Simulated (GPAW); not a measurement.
# Ta3Cu (I4/mmm) in GPAW: reference runs

Aim: a first look at Ta3Cu with PBEsol, on the cell as given.

Everything below comes from runs of GPAW 26.7.0. Logs are shortened: lines on timing, memory, paths and dates and some standing lists are left out, and cuts for length are marked. The log counts tension as positive stress, the text compression.

## Step 1: Starting point

It takes space group I4/mmm (No. 139, tetragonal). Conventional cell: a = 4.013 Å, b = 4.013 Å, c = 8.416 Å, α = 90.00°, β = 90.00°, γ = 90.00°. Ta (site symmetry 4/mmm) is surrounded by 4 Cu at 2.84 Å and 8 Ta at 2.91 Å. Around Ta (site symmetry -4m2) lie 8 Ta at 2.84 to 2.91 Å and 4 Cu at 2.91 Å. Around Cu (site symmetry 4/mmm) lie 12 Ta at 2.84 to 2.91 Å.

The cell comes from a database or a generator and needn't be the stable form of this composition.

## Step 2: Single point, PBEsol

run.py

```python
from ase import Atoms
from ase.dft.bandgap import bandgap
from ase.io import write
from ase.units import Bohr, GPa
from gpaw import GPAW, PW, setup_paths
from gpaw.elf import elf_from_dft_calculation

setup_paths.insert(0, '.')

atoms = Atoms(['Ta', 'Ta', 'Ta', 'Cu'],
              cell=[[-2.006507, 2.006507, 4.20817],
                    [2.006507, -2.006507, 4.20817],
                    [2.006507, 2.006507, -4.20817]],
              scaled_positions=[[0.5, 0.5, 0.0],
                                [0.25, 0.75, 0.5],
                                [0.75, 0.25, 0.5],
                                [0.0, 0.0, 0.0]],
              pbc=True)

calc = GPAW(mode=PW(600),
            xc='PBEsol',
            kpts={'size': (9, 9, 9), 'gamma': True},
            occupations={'name': 'fermi-dirac', 'width': 0.05},
            nbands=46,
            convergence={'density': 1e-05, 'energy': 1e-05},
            maxiter=150,
            txt='gpaw.txt')
atoms.calc = calc
energy = atoms.get_potential_energy()
forces = atoms.get_forces()
stress = atoms.get_stress()
calc.write('gs.gpw')
write('result.traj', atoms)
print(f'Energy: {energy:.6f} eV')
print('Forces (eV/A):')
print(forces.round(4))
print('Stress (GPa):', (stress / GPa).round(3))
print('Fermi level:', round(calc.get_fermi_level(), 4), 'eV')
print(f'Gap: {bandgap(calc)[0]:.4f} eV, direct: {bandgap(calc, direct=True)[0]:.4f} eV')

# fields on the real-space grid
write('density.cube', atoms, data=calc.get_pseudo_density() * Bohr**3)
write('potential.cube', atoms, data=calc.get_electrostatic_potential())
write('elf.cube', atoms, data=elf_from_dft_calculation(calc).data)
```

Potentials or basis: PAW data sets generated in the run's folder for this functional, pw.

Run with:

```console
> gpaw-setup -f PBEsol Cu Ta
> OMP_NUM_THREADS=1 python run.py
```

gpaw.txt:

```text
__  _  _
 | _ |_)|_||  |
 |__||  | ||/\| - 26.7.0

Input parameters:
  mode=PW(ecut=600.0),
  convergence={'density': 1e-05, 'energy': 1e-05},
  kpts=MonkhorstPack(size=(9, 9, 9), gamma=True),
  maxiter=150,
  nbands=46,
  occupations=Occupations(name='fermi-dirac', width=0.05),
  xc=XC(name='PBEsol')

Diagonalizing LCAO Hamiltonian
Converting LCAO to pw mode

       Ta
         Ta

            Ta

       Cu

Atoms  # Å, Bohr magnetons
|   | symbol |        x |        y |        z |    initial magnetic moments |
|---|--------|----------|----------|----------|-----------------------------|
| 0 |     Ta | 0.000000 | 0.000000 | 4.208170 | ( 0.0000,  0.0000,  0.0000) |
| 1 |     Ta | 2.006507 | 0.000000 | 2.104085 | ( 0.0000,  0.0000,  0.0000) |
| 2 |     Ta | 0.000000 | 2.006507 | 2.104085 | ( 0.0000,  0.0000,  0.0000) |
| 3 |     Cu | 0.000000 | 0.000000 | 0.000000 | ( 0.0000,  0.0000,  0.0000) |

Unit cell  # Å
| periodic |         x |         y |         z |  lengths |     angles |
|----------|-----------|-----------|-----------|----------|------------|
|      yes | -2.006507 |  2.006507 |  4.208170 | 5.075513 | 133.426780 |
|      yes |  2.006507 | -2.006507 |  4.208170 | 5.075513 | 133.426780 |
|      yes |  2.006507 |  2.006507 | -4.208170 | 5.075513 |  67.984706 |

Number of symmetries: 16
Symmetry operations  # r_c * U_cc + t_c -> r_c
|    | kind |            matrix            |
|----|------|------------------------------|
|  0 |  σ   |  1, 1, 1,  0, 0,-1,  0,-1, 0 |
|  1 |  C4  |  1, 1, 1,  0, 0,-1, -1, 0, 0 |
|  2 |  E   |  1, 0, 0,  0, 1, 0,  0, 0, 1 |
|  3 |  σ   |  1, 0, 0,  0, 1, 0, -1,-1,-1 |
|  4 |  σ   |  0, 1, 0,  1, 0, 0,  0, 0, 1 |
|  5 |  C2  |  0, 1, 0,  1, 0, 0, -1,-1,-1 |
|  6 |  C2  |  0, 0, 1, -1,-1,-1,  1, 0, 0 |
|  7 |  S4  |  0, 0, 1, -1,-1,-1,  0, 1, 0 |
|  8 |  C4  |  0, 0,-1,  1, 1, 1,  0,-1, 0 |
|  9 |  σ   |  0, 0,-1,  1, 1, 1, -1, 0, 0 |
| 10 |  σ   |  0,-1, 0, -1, 0, 0,  1, 1, 1 |
| 11 |  C2  |  0,-1, 0, -1, 0, 0,  0, 0,-1 |
| 12 |  C2  | -1, 0, 0,  0,-1, 0,  1, 1, 1 |
| 13 |  i   | -1, 0, 0,  0,-1, 0,  0, 0,-1 |
| 14 |  S4  | -1,-1,-1,  0, 0, 1,  1, 0, 0 |
| 15 |  C2  | -1,-1,-1,  0, 0, 1,  0, 1, 0 |

BZ-sampling:
  Number of BZ points: 729
  Number of IBZ points: 75

  Monkhorst-Pack size: [9, 9, 9]
  Monkhorst-Pack shift: [0, 0, 0]

K-points  # in reciprocal-cell coordinates
|     |                                coordinates |     weight |
|-----|--------------------------------------------|------------|
|   0 | (  0.00000000,   0.00000000,   0.00000000) | 0.00137174 |
|   1 | (  0.11111111,  -0.11111111,   0.00000000) | 0.00548697 |
|   2 | (  0.11111111,  -0.11111111,   0.11111111) | 0.00548697 |
|   3 | (  0.11111111,   0.00000000,   0.00000000) | 0.01097394 |
|   4 | (  0.11111111,   0.11111111,  -0.11111111) | 0.00274348 |
|   5 | (  0.22222222,  -0.22222222,   0.00000000) | 0.00548697 |
|   6 | (  0.22222222,  -0.22222222,   0.11111111) | 0.01097394 |
|   7 | (  0.22222222,  -0.22222222,   0.22222222) | 0.00548697 |
|   8 | (  0.22222222,  -0.11111111,   0.00000000) | 0.02194787 |
|   9 | (  0.22222222,  -0.11111111,   0.11111111) | 0.01097394 |
| ... |                                            |            |
|  74 | (  0.44444444,   0.44444444,   0.44444444) | 0.01097394 |

Plane wave coefficients: 2284
Cutoff: 600.0 eV

Spin-components: 1 (collinear spins)
Bands:           46
Projectors:      24
Spin-degeneracy: 2
Datatype:        complex128

Parallelization:
  kpt:    1
  domain: 1
  band:   1

Density:
  Valence electrons: 50.0
  Components: 1
  Grid points: [30 30 30]
  Charge: 0.0  # |e|

Potential:
  Grid points: [30 30 30]

species:
  Ta:
    name:    Tantalum
    Z:       73.0
    valence: 13
    core:    60
    charge:  0.0  # [|e|]
    compensation charges:
      type: gauss
      rc: 0.42  # [Å]
      lmax: 2
    cutoffs:
      filter: 2.36  # [Å]
      core: 3.45  # [Å]
    projectors
    | kind |    occ | energy [eV] | rcut [Å] |
    |------|--------|-------------|----------|
    |   5s |  2.000 |     -72.818 |    1.365 |
    |   6s |  2.000 |      -5.457 |    1.365 |
    |   5p |  6.000 |     -39.444 |    1.349 |
    |   6p |  0.000 |      -1.369 |    1.349 |
    |   5d |  3.000 |      -3.632 |    1.307 |
    |    d |        |      23.579 |    1.307 |

    Using partial waves for Ta as LCAO basis

  Cu:
    name:    Copper
    Z:       29.0
    valence: 11
    core:    18
    charge:  0.0  # [|e|]
    compensation charges:
      type: gauss
      rc: 0.33  # [Å]
      lmax: 2
    cutoffs:
      filter: 2.06  # [Å]
      core: 2.43  # [Å]
    projectors
    | kind |    occ | energy [eV] | rcut [Å] |
    |------|--------|-------------|----------|
    |   4s |  1.000 |      -4.607 |    1.164 |
    |   4p |  0.000 |      -0.637 |    1.164 |
    |   3d | 10.000 |      -5.060 |    1.058 |
    |    s |        |      22.604 |    1.164 |
    |    p |        |      26.574 |    1.164 |
    |    d |        |      22.151 |    1.058 |

    Using partial waves for Cu as LCAO basis

Reference energy: -1317122.901417  # eV

eigensolver:
  PPCG
  Converge bands: occupied
  niter=2

density mixing:
  MSR1-Mixer
  Pratt-step length: 0.05
  Maximum mixing coefficient: 0.75
  Old densities: 10
  SVD Regularization: 0.005
  Good broyden scale: 1.0
  Trust region scale: 1.0
  Backstep threshold: 4.0
  History deletion threshold: 6.0
  Fourier metric: weight=20.0, sigma=0.015

occupation numbers:
  Fermi-Dirac:
    width: 0.0500  # eV

poisson solver:
  ecut: 4800.0  # eV

xc functional:
  name: PBEsol with 2 nearest neighbor stencil

convergence criteria:
- Maximum integral of absolute [dens]ity change: 1e-05 electrons / valence electron
- Maximum [total energy] change in last 3 cyles: 1e-05 eV / valence electron
- Maximum integral of absolute [eigenst]ate change: 4e-08 eV^2 / valence electron
maximum number of iterations: 150

SCF iterations
|iter     | |      energy | eigst |  dens |
|---------|-|-------------|-------|-------|
|iter:   1| |  -41.664138 | +0.21 |       |
|iter:   2| |  -35.986284 | -1.10 | -0.83 |
|iter:   3| |  -35.853849 | -3.03 | -1.26 |
|iter:   4| |  -35.442694 | -2.17 | -1.30 |
|iter:   5| |  -35.310316 | -2.17 | -1.56 |
|iter:   6| |  -35.301719 | -3.53 | -1.94 |
|iter:   7| |  -35.311459 | -3.48 | -2.12 |
|iter:   8| |  -35.312247 | -4.17 | -2.31 |
|iter:   9| |  -35.306681 | -4.38 | -2.54 |
|iter:  10| |  -35.305984 | -5.54 | -2.92 |
|iter:  11| |  -35.305553 | -5.59 | -3.10 |
|iter:  12| |  -35.305460 | -5.98 | -3.49 |
|iter:  13| |  -35.305458c| -7.67c| -4.33 |
|iter:  14| |  -35.305456c| -8.22c| -4.67 |
|iter:  15| |  -35.305455c| -8.10c| -5.49c|

Converged in 15 steps
Energy contributions relative to reference atoms: (reference = -1317122.901417)

Energy contributions:
  Kinetic:          -7.685349
  Coulomb:           1.148025
  Zero:             -0.714838
  External:          0.000000
  Xc:              -28.036016
  Entropy:          -0.034554
  Spinorbit:         0.000000
  ----------------------------
  Free energy:     -35.322733
  Extrapolated:    -35.305455

dipole moment: (-11.659755, -11.659755, 5.826215)  # |e|*Ang

Fermi level: 10.946
Eigenvalues  # (at kpt = [0.000, 0.000, 0.000])
| band index |      eig [eV] | occ [0-2] |
|------------|---------------|-----------|
|          0 |       -56.539 |     2.000 |
|        ... |               |           |
|         17 |         7.696 |     2.000 |
|         18 |         7.696 |     2.000 |
|         19 |         8.727 |     2.000 |
|         20 |         9.069 |     2.000 |
|         21 |         9.309 |     2.000 |
|         22 |         9.309 |     2.000 |
[... 8 lines left out ...]
|         31 |        15.241 |     0.000 |
|         32 |        16.299 |     0.000 |
|        ... |               |           |
|         45 |        26.010 |     0.000 |

No gap
No difference between direct/indirect transitions

Forces  # eV/Ang
|        x |       y |       z |
|----------|---------|---------|
|  0.00000 | 0.00000 | 0.00000 |  # Ta   0
| -0.00000 | 0.00000 | 0.00000 |  # Ta   1
|  0.00000 | 0.00000 | 0.00000 |  # Ta   2
|  0.00000 | 0.00000 | 0.00000 |  # Cu   3

Stress tensor  # eV/Ang^3
|        x |         y |         z |
|----------|-----------|-----------|
| 0.035081 |  0.000000 |  0.000000 |
| 0.000000 |  0.035081 | -0.000000 |
| 0.000000 | -0.000000 |  0.038334 |

# Writing to gs.gpw (mode='')
```

Wall time 4.8 min (1 thread of Arm Neoverse V2, shared host); peak memory 0.35 GiB.

Results:

```
Free energy            : -35.3227 eV
Pressure               : -5.8 GPa
Band gap on the k mesh : none (metal or under the smearing width)
```

Caveat: with this Cu data set, volumes or pressures lay over 1.5 % or 2 GPa off other programs in two to four cells of ten.
